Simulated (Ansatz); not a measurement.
# WSe2: the cost of one run

Program: Ansatz 0.2.0. Level of theory: DFT PBE+D3(BJ), scalar-relativistic, plane waves, PAW. These are calculated values, not measurements.

2 further runs of the same task are left out: 1 that didn't finish, 1 set aside as unsound or not needed.

## 1. The system as given

Symmetry: P6_3/mmc, No. 194, hexagonal system. The conventional cell has a = 3.279 Å, b = 3.279 Å, c = 12.789 Å, α = 90.00°, β = 90.00°, γ = 120.00°. Around W (site symmetry -6m2) lie 6 Se at 2.53 Å. Se (site symmetry 3m) is surrounded by 3 W at 2.53 Å.

As a file:

```cif
data_structure
_symmetry_space_group_name_H-M 'P 1'
_symmetry_Int_Tables_number 1
_cell_length_a 3.2790
_cell_length_b 3.2790
_cell_length_c 12.7886
_cell_angle_alpha 90.000
_cell_angle_beta 90.000
_cell_angle_gamma 120.000
_cell_volume 119.08
loop_
_atom_site_label
_atom_site_type_symbol
_atom_site_fract_x
_atom_site_fract_y
_atom_site_fract_z
_atom_site_occupancy
W1 W 0.33333 0.66667 0.25000 1
W2 W 0.66667 0.33333 0.75000 1
Se1 Se 0.33333 0.66667 0.61829 1
Se2 Se 0.66667 0.33333 0.11829 1
Se3 Se 0.33333 0.66667 0.88171 1
Se4 Se 0.66667 0.33333 0.38171 1
```

This cell was relaxed beforehand with the same method: volume 19.85 Å³/atom, gap on the mesh 0.90 eV.

## 2. The reference: the undisturbed cell on the scan's mesh

File input.yaml:

```yaml
crystal:
  lattice:
    - [3.2790275592, 0.0, 0.0]
    - [-1.6395137796, 2.839721166, 0.0]
    - [0.0, 0.0, 12.7886113051]
  atoms:
    - { symbol: W, position: [0.3333333333, 0.6666666667, 0.25] }
    - { symbol: W, position: [0.6666666667, 0.3333333333, 0.75] }
    - { symbol: Se, position: [0.3333333333, 0.6666666667, 0.6182912222] }
    - { symbol: Se, position: [0.6666666667, 0.3333333333, 0.1182912222] }
    - { symbol: Se, position: [0.3333333333, 0.6666666667, 0.8817087778] }
    - { symbol: Se, position: [0.6666666667, 0.3333333333, 0.3817087778] }
basis:
  ecutwfc: 420
kpoints:
  mp_grid: { grid: [12, 12, 4] }
hamiltonian:
  xc: pbe
  dispersion: d3bj
scf:
  occupations: { method: gaussian, width: 0.05 }
output:
  forces: true
  stress: true
  eigenvalues: true
  write_density: true
  write_potential: true
  elf: true
  volumetric_format: npy
```

On the command line:

```sh
$ ansatz run input.yaml --threads 1 --pin off --max-ram 2560MiB --backend cpu --events-out ev --progress --plain --runs-dir out
```

What time and memory should one allow on 1 thread of Arm Neoverse V1, shared host?

About 31 s, with a peak of 0.54 GiB.
